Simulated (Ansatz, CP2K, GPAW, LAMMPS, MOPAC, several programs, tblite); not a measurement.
Many methods on one cell: InP (zincblende)

InP in the zincblende structure, relaxed with r2SCAN in Ansatz, was computed with several methods. The symmetry is F-43m (No. 216, cubic); a = 5.908 Å in the conventional setting, 25.77 Å³ an atom. In is surrounded by 4 P at 2.56 Å; P is surrounded by 4 In at 2.56 Å. Calculated for a static, non-magnetic cell.

```
In P
1.0
     0.00000    2.95379    2.95379
     2.95379    0.00000    2.95379
     2.95379    2.95379    0.00000
In P
1 1
Direct
  0.00000 0.00000 0.00000
  0.25000 0.25000 0.25000
```

Gaps and times are for a single point on this cell; volume and bulk modulus come from each method's own relaxation or energy curve at fixed shape. Times are rough, from shared hosts (Arm Neoverse V1), and each method has its own mesh and cell size. A dagger marks a closed or tiny gap in a crystal that DFT finds insulating: a failure of the method or a wrong SCF state. PM6 (MOPAC): levels, charges or heat of formation failed a check of plausibility, so no values are given. PM6 (MOPAC), PM7 (MOPAC), GFN2-xTB (tblite) treat a cluster of cells at its zone centre, which samples few k points: where these miss a band edge, the gap comes out too large for that reason alone. Gaps from k meshes are read at a limited set of points (mesh, symmetry points, PBE's band edges), so each method's own least gap may be somewhat smaller. Force fields have no electrons; where one was fitted to this phase, its volume and modulus reflect the fit. xTB and the PM methods were fitted mostly to molecules, and can miss a solid's gap by electronvolts. Minimal bases can be far off for gaps. GLLB-SC's gap includes the derivative discontinuity. d marks a direct gap, i an indirect one (no mark: not told apart), a dash a value that wasn't computed or didn't pass its checks.

| method | kind | gap (eV) | own volume (Å³/atom) | bulk modulus (GPa) | atoms computed | processor time |
| --- | --- | --- | --- | --- | --- | --- |
| InP.vashishta (LAMMPS) | force field | – | 25.26 | 72 | 2 | 0.12 s |
| light PBE (260 eV and a coarse mesh) | light plane-wave | 0.60 d | – | – | 2 | 0.82 s |
| PBE | semilocal | 0.59 d | 26.44 | 60 | 2 | 2.9 s |
| PBE/single zeta (GPAW) | small basis | 0.67 d | – | – | 2 | 4.2 s |
| PM7 (MOPAC) | semi-empirical | 6.83 | – | – | 64 | 5.5 s |
| GFN2-xTB (tblite) | tight binding | 0.00† | – | – | 64 | 6.5 s |
| PBE/SZV (CP2K) | small basis | 0.81 d | 27.71 | 58 | 2 | 6.7 s |
| PM6 (MOPAC) | semi-empirical | – | – | – | 64 | 6.7 s |
| r2SCAN | semilocal | 1.03 d | 25.77 | 68 | 2 | 7.2 s |
| GLLB-SC (GPAW) | model potential | 1.36 | – | – | 2 | 8.1 s |
| PBE/DZVP (CP2K) | small basis | 0.54 d | 26.66 | 59 | 2 | 23 s |

Against r2SCAN (1.03 eV) and with closed or daggered gaps left aside, the nearest gap at the points sampled is that of PBE/SZV (CP2K) (-0.22 eV) and the farthest that of PM7 (MOPAC) (+5.80 eV). r2SCAN is only a yardstick of convenience: semilocal gaps usually lie below measured ones, which GLLB-SC and hybrids aim to mend.

Volumes against r2SCAN's: InP.vashishta (LAMMPS) -2.0 %, PBE +2.6 %, PBE/SZV (CP2K) +7.5 %, PBE/DZVP (CP2K) +3.4 %.

Runs without a result: GFN1-xTB (tblite) (single point).

No spin-orbit coupling is included; it can move band edges with weight on the heavy atoms by tenths of an eV.
